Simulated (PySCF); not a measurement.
# FO3Re (Re(O)3(F)-): the cost of one run

Method: PBE, Re def2-SVP with ECP60, O def2-SVP, F def2-SVP; scalar-relativistic core potentials, no spin–orbit coupling; program: PySCF 2.14.0.

1 further run of the same task is left out (for a known fault of the program).

**1. The starting structure**

5 atoms, charge -1, spin multiplicity 2.

Bond lengths: Re1–O2 1.746 Å, Re1–O3 1.756 Å, Re1–O4 1.756 Å, Re1–F5 1.955 Å. Angles: O2–Re1–O3 106.6°, O2–Re1–O4 106.6°, O2–Re1–F5 135.2°, O3–Re1–O4 121.9°, O3–Re1–F5 94.3°, O4–Re1–F5 94.3°.

As a file:

```xyz
5
FO3Re
Re    0.0418    0.0618    0.0943
O     1.1780    0.7596    1.2222
O    -1.1838   -0.7493    1.0558
O     0.9928   -0.7919   -1.1104
F    -1.2372    0.7694   -1.2044
```

Formal oxidation states: Re +6. An earlier session relaxed this geometry at PBE, Re def2-SVP with ECP60, O def2-SVP, F def2-SVP (doublet, point group Cs).

Its energy there is -403.504947 Eh.

**2. Multiplicity 4 at the relaxed geometry**

File run.py (the lines that set the calculation):

```python
mol = gto.M(atom='''
Re     0.04180     0.06179     0.09429
O      1.17803     0.75959     1.22223
O     -1.18383    -0.74930     1.05583
O      0.99282    -0.79192    -1.11040
F     -1.23720     0.76939    -1.20441''',
    basis={'Re': 'def2-SVP', 'O': 'def2-SVP', 'F': 'def2-SVP'},
    ecp={'Re': 'def2-SVP'},
    charge=-1, spin=3)
mf = dft.UKS(mol, xc='PBE')
mf.grids.atom_grid = (50, 194)
mf = mf.density_fit()  # fitting sets: Re def2-universal-JKFIT, O def2-universal-JKFIT, F def2-universal-JKFIT
mf.conv_tol = 1e-08; mf.max_cycle = 55
mf.kernel(dm0)  # dm0: free metal ions and neutral atoms
```

Started as:

```
OMP_NUM_THREADS=2 python run.py
```

**Question.** How long does this run take on 2 threads of Arm Neoverse V1, shared host?

About 5.1 s.
